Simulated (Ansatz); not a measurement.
# Ti (P6/mmm): relaxations under a series of pressures

How does Ti (P6/mmm) give way under pressure? Wanted for Ti (P6/mmm): relaxations under a series of pressures.

All numbers are computed with the Python package of Ansatz 0.2.0. Level of theory: DFT r2SCAN, plane waves, PAW.

## Step 1: The structure

It takes space group P6/mmm (No. 191, hexagonal). The conventional cell has a = 4.600 Å, b = 4.600 Å, c = 2.820 Å, α = 90.00°, β = 90.00°, γ = 120.00°. Ti (site symmetry 6/mmm) has 14 Ti at 2.82 to 3.01 Å as nearest neighbours. Ti (site symmetry -6m2) is surrounded by 11 Ti at 2.66 to 3.01 Å.

The script holds or builds the structure itself.

## Step 2: The code

ti_compress.py reads:

```python
import ansatz
from ase import Atoms
import numpy as np
import pandas as pd

SETTINGS = {
    "xc": "r2scan",
    "filling": "Marzari-Vanderbilt",
    "sigma": 0.05,
    "kgrid": (8, 8, 11),
}

def edges_and_angles(cell):
    cell = np.asarray(cell)
    a, b, c = np.linalg.norm(cell, axis=1)
    cosines = cell[1] @ cell[2] / (b * c), cell[0] @ cell[2] / (a * c), cell[0] @ cell[1] / (a * b)
    return (a, b, c, *np.degrees(np.arccos(cosines)))

atoms = Atoms(
    ["Ti", "Ti", "Ti"],
    scaled_positions=[
        (0.0, 0.0, 0.0),
        (1 / 3, 2 / 3, 0.5),
        (2 / 3, 1 / 3, 0.5),
    ],
    cell=[
        (4.6, 0.0, 0.0),
        (-2.3, 3.983717, 0.0),
        (0.0, 0.0, 2.82),
    ],
    pbc=True,
)
cell = ansatz.Crystal.from_ase(atoms)

job = (
    cell.calculation()
    .functional(SETTINGS["xc"])
    .occupations(SETTINGS["filling"], width=SETTINGS["sigma"])
    .kpoints(*SETTINGS["kgrid"], center="gamma")
)

rows = []
for pressure in [0, 10, 20, 30, 40]:
    result = job.relax(cell=True, pressure=pressure).run(threads=1)
    cell = result.lattice.cell_ang
    n_atoms = len(result.lattice.sites)
    volume = abs(np.linalg.det(cell)) / n_atoms
    enthalpy = result.report["free_energy_ev"] / n_atoms + pressure * volume / 160.21766
    rows.append((pressure, volume, enthalpy, *edges_and_angles(cell)))
    print(f"{pressure} GPa done: {volume:.4f} A^3/atom")

table = pd.DataFrame(rows, columns=["P_GPa", "V_A3_atom", "H_eV_atom", "a", "b", "c", "alpha", "beta", "gamma"])
print(table.round(4).to_string(index=False))
p, v = np.array([row[0] for row in rows], float), np.array([row[1] for row in rows])
print("mean bulk modulus between rows (GPa):", np.round(-np.diff(p) / np.diff(np.log(v)), 1))
```

## Step 3: The calls as engine input

The engine receives this input (first run):

```yaml
crystal:
  lattice:
    - [4.6, 0.0, 0.0]
    - [-2.3, 3.983717, 0.0]
    - [0.0, 0.0, 2.82]
  atoms:
    - { symbol: Ti, position: [0.0, 0.0, 0.0] }
    - { symbol: Ti, position: [0.33333333333333337, 0.6666666666666666, 0.5] }
    - { symbol: Ti, position: [0.6666666666666666, 0.3333333333333333, 0.5] }
kpoints:
  mp_grid:
    grid: [8, 8, 11]
    shift: [0.0, 0.0, 0.0]
hamiltonian:
  xc: r2scan
scf:
  occupations:
    method: cold
    width: 0.05
relax:
  cell:
    p_target: 0.0
```

## Step 4: Launch

Run with:

```sh
python ti_compress.py
```

**Question.** How far does the cell shrink over this series of pressures, and what bulk modulus does the first step imply?

As calculated:

```
                                   quantity               value
bulk modulus between neighbouring pressures  134.6 to 221.6 GPa
                              runs compared                   5
                            range of energy     369.61 meV/atom
```

**Reading.** The crystal stiffens as it is compressed. The volume falls from 17.01 Å³ an atom at 0 GPa to 13.52 at 40 GPa, by 20.5 %. Between 0 and 10 GPa, -V dP/dV is about 135 GPa, a mean over that step. In run 1, over 3 moves the cell shrank by 1.3 % in volume, and the space group stayed P6/mmm. In run 5, over 6 moves the cell shrank by 21.5 % in volume under the 40 GPa asked, and the space group stayed P6/mmm. Caveats:
- At a fixed pressure a relaxation lowers the enthalpy F + PV, while F alone can rise.
- This isn't the structure that Ti takes at ambient conditions.
- Symmetry holds the cell in this phase, so another phase that may be stable under pressure is not reached.
